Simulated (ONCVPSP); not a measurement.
# An ONCV potential for tungsten, from input to tests

Do these settings give a usable potential? It is generated, then checked for transferability, scattering, ghosts and hardness.

Method: ONCVPSP 4.0.1.1 (patched build), PBE, scalar-relativistic.

## Step 1: Starting point

The settings as typed:

```
element                 : tungsten (W, Z = 74)
type                    : optimised norm-conserving Vanderbilt (ONCV)
frozen core             : [Kr] 4d10
valence charge          : 28
reference configuration : 4f14 5s2 5p6 5d4 6s1.75 6p0.25
partial waves           : 5s+6s: rc 1.60 bohr, ncon 3, nbas 6, qcut 9.8 1/bohr, 2 projectors; 5p+6p: rc 1.70 bohr, ncon 3, nbas 7, qcut 9.5 1/bohr, 2 projectors; 5d: rc 2.35 bohr, ncon 4, nbas 9, qcut 6.9 1/bohr, 2 projectors, debl 1.8 Ha; 4f: rc 0.55 bohr, ncon 4, nbas 7, qcut 18.2 1/bohr, 2 projectors, debl 2.1 Ha
local potential         : polynomial inside 0.50 bohr (lpopt 2, dvloc0 0 Ha)
core correction         : not asked for
```

An earlier all-electron run gives the scale for the radii.

All-electron outer shells of the reference configuration (PBE, scalar-relativistic, ld1.x):

| shell | level (eV) | outermost node (bohr) | outermost maximum (bohr) |
| --- | --- | --- | --- |
| 4p | -424.10 | 0.24 | 0.44 |
| 4d | -238.85 | 0.22 | 0.45 |
| 5s | -79.49 | 0.53 | 0.96 |
| 5p | -43.63 | 0.57 | 1.09 |
| 4f | -33.63 | – | 0.43 |
| 6s | -6.00 | 1.28 | 2.64 |
| 5d | -4.86 | 0.63 | 1.49 |
| 6p | -1.58 | 1.54 | 3.70 |

## Step 2: The generation run

W.dat

```
# ATOM AND REFERENCE CONFIGURATION
# atsym  z   nc   nv     iexc    psfile
  W 74.00    9    6        4      upf
#
#   n    l    f
    1    0    2.00
    2    0    2.00
    2    1    6.00
    3    0    2.00
    3    1    6.00
    3    2   10.00
    4    0    2.00
    4    1    6.00
    4    2   10.00
    4    3   14.00
    5    0    2.00
    5    1    6.00
    5    2    4.00
    6    0    1.75
    6    1    0.25
#
# PSEUDOPOTENTIAL AND OPTIMIZATION
# lmax
    3
#
#   l,   rc,      ep,       ncon, nbas, qcut
    0    1.60    0.00    3    6    9.80
    1    1.70    0.00    3    7    9.50
    2    2.35    0.00    4    9    6.90
    3    0.55    0.00    4    7   18.20
#
# LOCAL POTENTIAL
# lloc, lpopt,  rc(5),   dvloc0
    4    2    0.50    0.00
#
# VANDERBILT-KLEINMAN-BYLANDER PROJECTORs
# l, nproj, debl
    0    2    1.00
    1    2    0.30
    2    2    1.80
    3    2    2.10
#
# MODEL CORE CHARGE
# icmod, fcfact, rcfact
    0    0.00    0.00
#
# LOG DERIVATIVE ANALYSIS
# epsh1, epsh2, depsh
   -4.00    5.00    0.02
#
# OUTPUT GRID
# rlmax, drl
    6.00    0.01
#
# TEST CONFIGURATIONS
# ncnf
    4
# nvcnf
#   n    l    f
    6
    4    3   14.00
    5    0    2.00
    5    1    6.00
    5    2    4.00
    6    0    2.00
    6    1    0.00
#
    6
    4    3   14.00
    5    0    2.00
    5    1    6.00
    5    2    4.00
    6    0    1.00
    6    1    0.00
#
    6
    4    3   14.00
    5    0    2.00
    5    1    6.00
    5    2    4.00
    6    0    0.00
    6    1    0.00
#
    6
    4    3   14.00
    5    0    2.00
    5    1    6.00
    5    2    4.50
    6    0    1.50
    6    1    0.00
#
```

Started as:

```bash
$ oncvpsp.x < W.dat > W.out
```

Before running it: what results should come out? Wanted: cutoffs for 1 and 0.1 mHa per electron, occupied waves; bound ghosts; GHOST(+) flags; largest miss of a reference level; largest test error; largest phase difference near zero energy, channels read.

**Answer**, as computed:

| quantity | value |
| --- | --- |
| cutoffs for 1 and 0.1 mHa per electron, occupied waves | 737 Ha and 1134 Ha |
| bound ghosts | s at -762.97 eV, p at -168.54 eV |
| GHOST(+) flags | d at 182 eV |
| largest miss of a reference level | 32 meV (4f) |
| largest test error (AE − PS) | -9.4 meV, for 4f14 5s2 5p6 5d4 6s0 6p0 |
| largest phase difference near zero energy, channels read | 0.000 rad |

A bound ghost (s, p) makes it unfit for use: electrons can fall into a state that the atom doesn't have. Already in the reference configuration the 4f level is off by 32 meV. By total energies transferability is good: the largest error is 9.4 meV on 23.5 eV, for 4f14 5s2 5p6 5d4 6s0 6p0. Atomic tests can pass in spite of a ghost, since they solve only for the levels asked. By its cutoff, 737 Ha for the looser tolerance, it is very hard. At the looser tolerance the 4f wave is the slowest; 5p needs 27 Ha. Near zero energy the phases of the channels with partial waves agree within 0.001 rad. The program also flags highly localised states, GHOST(+) (d). These are tests on the free atom; a crystal test is still owed.
